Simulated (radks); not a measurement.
# Mo⁺ in [Ar] 3d10 4p6 4d5 4f2: an all-electron calculation

One table from this session's results is given with a row withheld; the runs are named, their logs left out.

Method: scalar-relativistic Kohn-Sham, PBEsol, spin-polarised, spherical densities, point nucleus; open shells are filled with parallel spins first. Code: radks (a radial shooting solver on a logarithmic mesh, Libxc functionals) version 1.

## What is computed

- element: molybdenum (Z = 42)
- charge: +1
- electrons: 41
- configuration: [Ar] 3d10 4p6 4d5 4f2

Outer shells as boxes (Hund's rule):

Mo⁺
```
[Ar] core
3d [↑↓][↑↓][↑↓][↑↓][↑↓]
4p [↑↓][↑↓][↑↓]
4d [↑ ][↑ ][↑ ][↑ ][↑ ]
4f [↑ ][↑ ][  ][  ][  ][  ][  ]
```

The first run:

The run's settings:

```text
Z 42
configuration [Ar] 3d10 4p6 4d5 4f2
relativity scalar-relativistic
functional pbe_sol,pbe_sol
spin polarised
nucleus point
c 137.035999084
```

One table of the session follows, with a row left open; its other results are not shown here.

It belongs to the step «Shells». From the orbitals of this run (lengths in bohr):

| level | <r> | outermost maximum (interpolated) | 90 % within | nodes |
| --- | --- | --- | --- | --- |
| 1s down | 0.03518 | 0.0229 | 0.0630 | 0 |
| 1s up | 0.03518 | 0.0229 | 0.0630 | 0 |
| 2s up | 0.1538 | 0.130 | 0.238 | 1 |
| 2s down | 0.1538 | 0.130 | 0.238 | 1 |
| 2p up | 0.1340 | 0.104 | 0.218 | 0 |
| 2p down | 0.1340 | 0.104 | 0.218 | 0 |
| 3s up | 0.4289 | 0.384 | 0.634 | 2 |
| 3s down | 0.4289 | 0.384 | 0.633 | 2 |
| 3p up | 0.4305 | 0.377 | 0.650 | 1 |
| 3p down | 0.4303 | 0.377 | 0.650 | 1 |
| 3d up | 0.4147 | 0.322 | 0.663 | 0 |
| 3d down | 0.4143 | 0.322 | 0.662 | 0 |
| 4p up | 1.193 | 1.06 | 1.75 | 2 |
| 4p down | ? | ? | ? | ? |
| 4d up | 1.541 | 1.27 | 2.36 | 1 |
| 4d down | 1.561 | 1.27 | 2.42 | 1 |
| 4f up | 5.906 | 5.37 | 8.99 | 0 |

Q: Estimate the row for 4p down from the others.

The run gave: <r>: 1.186; outermost maximum (interpolated): 1.05; 90 % within: 1.75; nodes: 2. In the column «<r>» it lies between 3p up (0.4305) and 4p up (1.193).
